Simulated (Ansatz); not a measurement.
I need a formation energy from the elements of TaTlO3 and its elements. Use Ansatz 0.2.0, Python API. Settings (first run): r2SCAN, PAW, cutoff 600 eV, Gaussian smearing of 0.02 eV.

`tatlo3.py`:
```python
# -*- coding: utf-8 -*-
from collections import Counter
import warnings

import ansatz as az
from ase import Atoms
import numpy as np

config = {
    "functional": "r2scan",
    "ecut": 600,
    "k_spacing": 0.16,
    "filling": "gaussian",
    "sigma": 0.02,
}

POLARISED = {"O2"}

GASES = {"O2"}


def solve(name, crystal):
    calc = (
        crystal.calculation()
        .functional(config["functional"])
        .basis(config["ecut"])
        .kpoints(spacing=config["k_spacing"])
        .occupations(config["filling"], width=config["sigma"])
        .stress()
    )
    if name in POLARISED:
        calc = calc.spin("collinear")
    if name in GASES:
        return calc.kpoints(1, 1, 1).relax(force_tolerance=0.03).run(threads=1, pin="off")
    calc = calc.relax(force_tolerance=0.03, cell=True)
    return calc.run(threads=1, pin="off")


def counts(outcome):
    return Counter(site.symbol for site in outcome.lattice.sites)

def formation_energy(outcome, mu):
    n = counts(outcome)
    return (outcome.report["energy_sigma0_ev"] - sum(k * mu[element] for element, k in n.items())) / sum(n.values())


def volume_per_atom(outcome):
    return abs(np.linalg.det(outcome.lattice.cell_ang)) / len(outcome.lattice.sites)

warnings.simplefilter("ignore", az.DeckWarning)

phases = {}
tatlo3 = (
    az.Lattice.cubic(4.082848)
    .space_group(221)
    .atom("Ta", (0.5, 0.5, 0.5))
    .atom("Tl", (0.0, 0.0, 0.0))
    .atom("O", (0.5, 0.5, 0.0))
)
phases["TaTlO3"] = tatlo3
atoms = Atoms(
    ["Ta"],
    scaled_positions=[
        (0.0, 0.0, 0.0),
    ],
    cell=[
        (-1.65128, 1.65128, 1.65128),
        (1.65128, -1.65128, 1.65128),
        (1.65128, 1.65128, -1.65128),
    ],
    pbc=True,
)
ta = az.Crystal.from_ase(atoms)
phases["Ta"] = ta
tl = (
    az.Lattice.from_parameters(3.456, 3.456, 5.525, alpha=90.0, beta=90.0, gamma=120.0)
    .atom("Tl", (1 / 3, 2 / 3, 0.25))
    .atom("Tl", (2 / 3, 1 / 3, 0.75))
)
phases["Tl"] = tl
o2 = (
    az.Lattice.orthorhombic(9.0, 9.5, 10.0)
    .space_group(47, hermann_mauguin="Pmmm")
    .atom("O", (0.5, 0.5, 0.4385))
    .moments(O=1.0)
)
phases["O2"] = o2

done = {}
for name, crystal in phases.items():
    done[name] = solve(name, crystal)
    print(f"{name}: {done[name].report['energy_sigma0_ev']:.4f} eV, {len(done[name].lattice.sites)} atoms")

references = {"Ta": "Ta", "Tl": "Tl", "O": "O2"}
mu = {element: done[name].report["energy_sigma0_ev"] / len(done[name].lattice.sites) for element, name in references.items()}

target = done["TaTlO3"]
heat = formation_energy(target, mu)
rows = [(name, len(o.lattice.sites), volume_per_atom(o), formation_energy(o, mu)) for name, o in done.items()]
print("     phase       atoms  V (A^3/atom)  E_form (eV/atom)")
for row in rows:
    print(f"{str(row[0]):>10}  {row[1]:10d}  {row[2]:12.3f}  {row[3]:16.4f}")
```

```console
$ python tatlo3.py
TaTlO3: -23112.7741 eV, 5 atoms
Ta: -9944.3204 eV, 1 atoms
Tl: -22917.1639 eV, 2 atoms
--- The result so far, ahead of a search for a lower minimum behind the relaxation; the run's own can be another ---
--- Relaxed structure (4 steps of the walk, 4 accepted, 0 SCFs on fresh bases) ---
  F+E_penalty+E_count = -1131.97214829 eV   max|allowed force component| = 2.415e-2 eV/Å
  atoms:
    - { symbol: O, position: [0.4999999999999999, 0.49999999999999994, 0.4397516235629813] }
    - { symbol: O, position: [0.4999999999999999, 0.49999999999999994, 0.5602483764370187] }
O2: -1131.9721 eV, 2 atoms
     phase       atoms  V (A^3/atom)  E_form (eV/atom)
    TaTlO3           5        13.230           -2.3827
        Ta           1        18.064            0.0000
        Tl           2        30.153            0.0000
        O2           2       427.500            0.0000
```

What to keep in mind:
- Absolute energies stand on the zero of these potentials, so only differences at equal settings mean something.
- The magnetic order follows from the starting moments and needn't be the lowest.
- For the metals among these phases the mesh is modest: differences between phases can be off by up to 40 meV an atom.
- The program warned that this SCF threshold is loose for forces or stresses.
- Spin-orbit coupling, which matters for elements this heavy, is left out.
- r2SCAN tends to overestimate the moments of itinerant magnets.
- The cells come from databases of deposited and of computed structures, and not all need be stable phases.
- The compound is the structure given, not necessarily its lowest; energies are at zero temperature, with no correction for gases. Magnetic phases start from parallel moments and may not end in their lowest magnetic state. A semilocal functional's error on such energies is often 0.05 to 0.1 eV an atom, and 0.1 to 0.3 eV against gases such as O2 or F2.
- The script silences the warnings on its input, which a real study should read.
- Finished in 16 min on 1 thread of Arm Neoverse V2 (shared host), peak memory 2.3 GiB.
